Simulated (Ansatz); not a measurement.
# SiGeCl (quartet): from Hartree-Fock to the top rungs, cc-pVDZ

An exercise on one series of results from a longer session: the logs are not shown, and one member is left open.

The runs use Ansatz 0.2.0, Gaussian basis; cc-pVDZ, core rule «outside noble gas», up to 24 orbitals frozen.

To be run: UHF; CCSD(T) on ROHF; CCSD(T) on UHF; BCCD(T) on ROHF; CISD; CCSDT(Q) on ROHF; CCSDT(Q) on UHF; CASSCF and MRCISD+Q, 13 electrons in 11 orbitals; CASSCF and NEVPT2, 13 electrons in 11 orbitals.

31 further runs of the same task are left out: 15 that didn't finish, 16 set aside as unsound or not needed.

### The system

The geometry is a PBE0/def2-TZVP stationary point (not a proven minimum). No spin-orbit coupling is included. The filled d shell of Ge may be among the frozen orbitals whatever the setting's name suggests; the logs give the count.

3 atoms, charge 0, spin multiplicity 4.

Atoms are counted from 1 here; the program's logs count them from 0.

Bond lengths: Cl1–Si2 2.079 Å, Si2–Ge3 2.394 Å. Angles: Cl1–Si2–Ge3 111.9°.

The first run:

Input file in.yaml:

```yaml
crystal:
  periodic: [false, false, false]
  atoms:
    - {symbol: Cl, position_ang: [0.000000, -0.422560, 2.298070]}
    - {symbol: Si, position_ang: [0.000000, 0.938299, 0.726778]}
    - {symbol: Ge, position_ang: [0.000000, -0.156547, -1.402607]}
basis:
  gaussian: {orbitals: cc-pVDZ}
magnetization: {spin_polarized: true, initial_magnetization: 3}
hamiltonian: {xc: hf}
output: {orbitals: {seedname: orbitals}}
```

Launch:

```sh
ansatz run in.yaml --threads 1 --pin off --events-out ev --progress --plain --max-ram 2393MiB
```

Among the steps run: UHF; CCSD(T) on ROHF; CCSD(T) on UHF; BCCD(T) on ROHF; CISD; CCSDT(Q) on ROHF; CCSDT(Q) on UHF; CASSCF and MRCISD+Q, 13 electrons in 11 orbitals; CASSCF and NEVPT2, 13 electrons in 11 orbitals.

One table of the session follows, with a row left open; its other results are not shown here.

```
          method  from UCCSDT(Q) (meV)
            ROHF                     ?
             UHF               +8392.4
            RMP2               +1313.6
            UMP2               +1364.9
            CISD               +1255.2
           RCCSD                +375.9
           UCCSD                +362.5
        RCCSD(T)                 +80.5
        UCCSD(T)                 +73.2
         BCCD(T)                 +78.3
          RCCSDT                 +35.2
          UCCSDT                 +26.0
       RCCSDT(Q)                 +10.8
       UCCSDT(Q)                     0
  CASSCF valence               +6932.9
  NEVPT2 valence               +1322.3
  MRCISD valence                +777.8
MRCISD+Q valence                 +85.8
```

**Question.** Estimate the row for ROHF.

As computed: from UCCSDT(Q) (meV): +8535.0. In the column «from UCCSDT(Q) (meV)» it is the highest.

With the free atoms at the same levels and basis (separate runs), the atomisation energy is 5.355 eV at UCCSDT(Q), 5.314 eV at RCCSD(T), 5.311 eV at UCCSD(T), 3.945 eV at ROHF.

Caveats from the session: Restricted and unrestricted rows rest on different reference determinants; where their highest levels disagree by more than a few hundredths of an eV, they describe different states and don't form one ladder.
